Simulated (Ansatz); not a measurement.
# Cu: the cost of one run

Method: DFT LDA, scalar-relativistic, plane waves, PAW, in Ansatz 0.2.0.

## 1. Starting point

Symmetry: Fm-3m, No. 225, cubic system. The conventional cell has a = 3.615 Å, b = 3.615 Å, c = 3.615 Å, α = 90.00°, β = 90.00°, γ = 90.00°. Cu (site symmetry m-3m) has 12 Cu at 2.56 Å as nearest neighbours.

Coordinates:

```cif
data_structure
_symmetry_space_group_name_H-M 'P 1'
_symmetry_Int_Tables_number 1
_cell_length_a 2.5562
_cell_length_b 2.5562
_cell_length_c 2.5562
_cell_angle_alpha 60.000
_cell_angle_beta 60.000
_cell_angle_gamma 60.000
_cell_volume 11.81
loop_
_atom_site_label
_atom_site_type_symbol
_atom_site_fract_x
_atom_site_fract_y
_atom_site_fract_z
_atom_site_occupancy
Cu1 Cu 0.00000 0.00000 0.00000 1
```

The structure comes from the Crystallography Open Database.

## 2. Probe: one point at the start

Input file input.yaml:

```yaml
crystal:
  lattice:
    - [0.0, 1.8075, 1.8075]
    - [1.8075, 0.0, 1.8075]
    - [1.8075, 1.8075, 0.0]
  atoms:
    - { symbol: Cu, position: [0.0, 0.0, 0.0] }
basis:
  ecutwfc: 350.0
kpoints:
  mp_grid: { grid: [8, 8, 8] }
hamiltonian:
  xc: lda
scf:
  occupations: { method: gaussian, width: 0.1 }
output:
  forces: true
  stress: true
  eigenvalues: true
```

The run is started by

```bash
$ ansatz run input.yaml --threads 1 --pin off --max-ram 2560MiB --backend cpu --events-out ev --progress --plain --runs-dir out
```

What time and memory should one allow on 1 thread of Intel Xeon at 2.50GHz (Skylake/Cascade Lake), shared host?

About 1.8 s, with a peak of 0.27 GiB.
